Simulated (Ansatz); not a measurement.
# AlClFH₃Si: up Jacob's ladder to CCSD(T)

How much do the methods differ for AlClFH₃Si? The plan is to run it at one geometry with functionals of several rungs and with coupled cluster. The yardstick is the atomisation energy at the CCSD(T) limit.

Method: functionals in def2-TZVPP, the program's frozen cores in correlated methods; program: Ansatz 0.2.0, Gaussian basis.

Levels to be run: LDA (SPW92), PBE-D4, revPBE-D4, BLYP-D4, r2SCAN-D4, B97M-V, PBE0-D4, B3LYP-D4, r2SCANh-D4, r2SCAN0-D4, HSE06-D4, BHLYP-D4, CAM-B3LYP-D4, LC-ωPBE, ωB97X-V, ωB97M-V, B2PLYP, PBE-QIDH; CCSD(T)/def2-SVP; CCSD(T)/def2-TZVPP; MP2/def2-QZVPP; extrapolation to the limit; RPA on PBE.

## 1. The geometry

All runs share one geometry, relaxed beforehand with PBE0-D4 in a triple-zeta def2 set.

SMILES `[F][Al]([SiH3])[Cl]`, 7 atoms, charge 0, spin multiplicity 1.

Atoms are counted from 1 here; the program's logs count them from 0.

Bond lengths: F1–Al2 1.645 Å, Al2–Si3 2.432 Å, Al2–Cl4 2.088 Å, Si3–H5 1.488 Å, Si3–H6 1.488 Å, Si3–H7 1.486 Å. Angles: F1–Al2–Si3 119.9°, F1–Al2–Cl4 116.6°, Si3–Al2–Cl4 123.5°, Al2–Si3–H5 109.7°, Al2–Si3–H6 109.8°, Al2–Si3–H7 110.9°, H5–Si3–H6 108.4°, H5–Si3–H7 109.0°, H6–Si3–H7 109.0°.

## 2. LDA

This LDA is Slater exchange with PW92 correlation.

Contents of in.yaml:

```yaml
crystal:
  periodic: [false, false, false]
  atoms:
    - {symbol: F, position_ang: [-0.456842, -2.434109, 0.809218]}
    - {symbol: Al, position_ang: [-0.779617, -1.076985, -0.062551]}
    - {symbol: Si, position_ang: [0.707232, 0.841758, 0.088398]}
    - {symbol: Cl, position_ang: [-2.489154, -1.118314, -1.261425]}
    - {symbol: H, position_ang: [2.075173, 0.453210, -0.349736]}
    - {symbol: H, position_ang: [0.781923, 1.311338, 1.498361]}
    - {symbol: H, position_ang: [0.222583, 1.955203, -0.768065]}
basis:
  gaussian: {orbitals: def2-TZVPP}
hamiltonian: {xc: lda}
output: {orbitals: {seedname: orbitals}}
```

Further steps of the session: PBE-D4 (GGA); revPBE-D4 (GGA); BLYP-D4 (GGA); r2SCAN-D4 (meta-GGA); B97M-V (meta-GGA); PBE0-D4 (hybrid); B3LYP-D4 (hybrid); r2SCANh-D4 (hybrid); r2SCAN0-D4 (hybrid); HSE06-D4 (hybrid); BHLYP-D4 (hybrid); CAM-B3LYP-D4 (range-separated); LC-ωPBE-D4 (range-separated); ωB97X-V (range-separated); ωB97M-V (range-separated); B2PLYP (double hybrid); PBE-QIDH (double hybrid); CCSD(T) in def2-SVP; CCSD(T) in def2-TZVPP; MP2 in def2-QZVPP; RPA on PBE orbitals.

Q: Predict the results of all the runs planned. Wanted: atomisation energy, CCSD(T)/CBS; farthest beyond LDA; mean size of error, GGA; mean size of error, meta-GGA; mean size of error, hybrid; mean size of error, range-separated; mean size of error, double hybrid; gap, smallest and largest; T1 diagnostic.

The runs gave:

| quantity | value |
| --- | --- |
| atomisation energy, CCSD(T)/CBS | 534.7 kcal/mol |
| functionals within 2.7 kcal/mol (0.5 %) | r2SCAN-D4, B97M-V, ωB97X-V |
| farthest beyond LDA | revPBE-D4 (-17.5 kcal/mol) |
| mean size of error, GGA | 12.1 kcal/mol |
| mean size of error, meta-GGA | 1.5 kcal/mol |
| mean size of error, hybrid | 10.3 kcal/mol |
| mean size of error, range-separated | 4.2 kcal/mol |
| mean size of error, double hybrid | 10.4 kcal/mol |
| gap, smallest and largest | 4.82 eV (LDA (SPW92)), 11.45 eV (LC-ωPBE) |
| T1 diagnostic | 0.0122 |
| triples share of the correlation energy | 3.3 % |

What this shows: LDA overbinds by 53.6 kcal/mol (10 %). PBE-D4 is off by -6.4 kcal/mol. Double hybrids carry the basis error of their MP2 part in triple zeta, and no dispersion term here, so their miss is partly the set-up's. Taken by rung, meta-GGA functionals do best (1.5 kcal/mol on average) and GGA ones worst beyond LDA (12.1 kcal/mol). The reference freezes the cores and leaves out relativity and excitations past (T), so misses under about 2.7 kcal/mol can't be ranked. Hartree-Fock recovers 77 % of the binding; the rest is correlation. CCSD(T) in def2-SVP is off by -38.5 kcal/mol, worse than the median functional, from the basis alone. Orbital gaps span 4.8 to 11.4 eV; exact exchange widens them.
